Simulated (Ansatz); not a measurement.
# NaCu3Te4: the cost of one run

Method: DFT PBEsol, scalar-relativistic, plane waves, PAW, in Ansatz 0.2.0.

1 further run of the same task is left out (set aside as unsound or not needed).

## Step 1: The structure to begin with

The structure is orthorhombic, space group Cmmm (No. 65). The conventional cell has a = 5.454 Å, b = 10.870 Å, c = 3.450 Å, α = 90.00°, β = 90.00°, γ = 90.00°. Around Na (site symmetry mmm) lie 8 O at 2.65 Å. Around Cu (site symmetry m2m) lie 4 O at 1.88 to 1.90 Å. Cu (site symmetry mmm) has 4 O at 1.92 Å as nearest neighbours. O (site symmetry m) has 3 Cu at 1.88 to 1.92 Å and 2 Na at 2.65 Å as nearest neighbours.

As a file:

```
Na Cu O
1.0
     2.72723   -5.43525    0.00000
     2.72723    5.43525    0.00000
     0.00000    0.00000    3.44996
Na Cu O
1 3 4
Direct
  0.00000 0.00000 0.50000
  0.24300 0.75700 0.00000
  0.75700 0.24300 0.00000
  0.50000 0.50000 0.00000
  0.39148 0.13109 0.00000
  0.86891 0.60852 0.00000
  0.13109 0.39148 0.00000
  0.60852 0.86891 0.00000
```

The structure comes from the Materials Project (structure only).

## Step 2: Substitution of an element, cell strained: O → Te, first probe

What differs from the listed cell: Te takes all sites of O, and lengths are scaled by 1.209 as a first guess of the size; strain xx, yy, zz, yz, xz, xy = +3.7, +4.9, +5.5, +0.0, +0.0, +0.0 %; atoms moved by 0.10 Å root mean square, at most 0.14 Å.

input.yaml

```yaml
crystal:
  lattice:
    - [3.4210447861, -6.8969803877, 0.0]
    - [3.4210447861, 6.8969803877, 0.0]
    - [0.0, 0.0, 4.4026778956]
  atoms:
    - { symbol: Na, position: [0.0, 0.0, 0.5] }
    - { symbol: Cu, position: [0.244140164, 0.755859836, 0.0] }
    - { symbol: Cu, position: [0.755859836, 0.244140164, 0.0] }
    - { symbol: Cu, position: [0.5, 0.5, 0.0] }
    - { symbol: Te, position: [0.3807851411, 0.1031227255, 0.0] }
    - { symbol: Te, position: [0.8968772745, 0.6192148589, 0.0] }
    - { symbol: Te, position: [0.1031227255, 0.3807851411, 0.0] }
    - { symbol: Te, position: [0.6192148589, 0.8968772745, 0.0] }
basis:
  ecutwfc: 420
kpoints:
  mp_grid: { grid: [4, 4, 4] }
hamiltonian:
  xc: pbesol
scf:
  occupations: { method: gaussian, width: 0.1 }
output:
  forces: true
  stress: true
  eigenvalues: true
```

Command:

```
$ ansatz run input.yaml --threads 1 --pin off --max-ram 2560MiB --backend cpu --events-out ev --progress --plain --runs-dir out
```

Q: Estimate wall time and peak memory on 1 thread of Arm Neoverse N1, shared host.

About 49 s, with a peak of 0.67 GiB.
